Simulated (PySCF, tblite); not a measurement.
# C3H12BOP: geometry, infrared bands and NMR shifts

Aim: predict the infrared bands and NMR shifts of C3H12BOP (`CC[O+](C)[BH2-]P`).

Computed with tblite 0.8.0 and PySCF 2.14.0, with density-fitted response routines of our own, on a single molecule in the gas phase. Atoms are numbered from 0 throughout.

**1. Starting geometry**

18 atoms, charge 0, multiplicity 1; geometry from: force field or distance geometry start.

Bonds of the start (Å): C0–C1 1.52, C1–O2 1.46, O2–C3 1.41, O2–B4 1.50, B4–P5 1.95, C0–H6 1.12, C0–H7 1.12, C0–H8 1.11, C1–H9 1.12, C1–H10 1.11, C3–H11 1.12, C3–H12 1.12, C3–H13 1.12, B4–H14 1.20, B4–H15 1.20, P5–H16 1.46, P5–H17 1.46.

**2. Geometry optimisation with GFN2-xTB**

The job: settings as JSON, then the geometry in Å.

```
{"job": {"kind": "relax", "xc": "GFN2-xTB", "basis": "xTB"}, "charge": 0, "multiplicity": 1}
C     -1.958800     1.141600     0.080200
C     -0.904000     0.219500    -0.505100
O      0.072300    -0.134100     0.514400
C     -0.393000    -1.260800     1.232900
B      1.389000    -0.465200    -0.118000
P      2.351000     1.173500    -0.539700
H     -2.618000     1.521100    -0.741200
H     -1.479100     2.017700     0.582100
H     -2.602400     0.609700     0.815200
H     -1.393200    -0.678200    -0.950300
H     -0.443600     0.783800    -1.340400
H     -0.494900    -2.183300     0.606200
H     -1.380100    -1.067500     1.728200
H      0.301300    -1.492500     2.084300
H      1.248600    -1.097900    -1.122300
H      2.081000    -1.092600     0.629500
H      2.579900     1.513400     0.861900
H      3.635300     0.498200    -0.682700
```

On the command line:

```sh
$ OMP_NUM_THREADS=1 python probes_run.py task.json out
```

The driver reads the jobs from task.json and runs them one after another.

**Question.** This job is followed by: GFN2-xTB harmonic vibrations, gas phase; GIAO PBE0/pcSseg-1 NMR shielding, non-relativistic, gas phase. What will the session give for the following? strongest single infrared mode (GFN2-xTB); zero-point energy (GFN2-xTB); ¹³C shifts against TMS (PBE0/pcSseg-1); ¹H shifts against TMS (PBE0/pcSseg-1, means over atoms taken as alike); ¹⁷O shifts against H2O (PBE0/pcSseg-1); ¹¹B shifts against BF3·OEt2 (PBE0/pcSseg-1); ³¹P shifts against H3PO4 (PBE0/pcSseg-1).

As calculated:

| quantity | value |
| --- | --- |
| strongest single infrared mode (GFN2-xTB) | 1044 cm⁻¹, 215 km/mol |
| zero-point energy (GFN2-xTB) | 92.5 kcal/mol |
| ¹³C shifts against TMS (PBE0/pcSseg-1) | 73.3, 64.2, 14.4 ppm |
| ¹H shifts against TMS (PBE0/pcSseg-1, means over atoms taken as alike) | 4.47, 3.69, 3.65, 1.29, 0.98 ppm |
| ¹⁷O shifts against H2O (PBE0/pcSseg-1) | 29.7 ppm |
| ¹¹B shifts against BF3·OEt2 (PBE0/pcSseg-1) | 3.5 ppm |
| ³¹P shifts against H3PO4 (PBE0/pcSseg-1) | -262.3 ppm |

In words: Over 94 steps the energy fell by 0.507 eV; of the close pairs, O2–B4 changed most, 1.498 to 1.640 Å. All 48 modes are real, so the xTB geometry is a minimum. The strongest single mode, at 1044 cm⁻¹, moves mainly H15 and H14. GFN2-xTB is a fitted tight-binding method: band positions and strengths are rough. Its intensities can rank the bands wrongly. The most deshielded carbon is C1 (sp3 CH2 bonded to O), at 73.3 ppm: deshielded by the electronegative neighbour. H9, H10 (mean) (hydrogen on an sp3 CH2 bonded to O) lies farthest downfield among hydrogen, at 4.47 ppm; its carbon carries O, an electronegative neighbour. At PBE0/pcSseg-1: Shielding is most anisotropic at P5 (span 157 ppm, paramagnetic term -388 ppm).
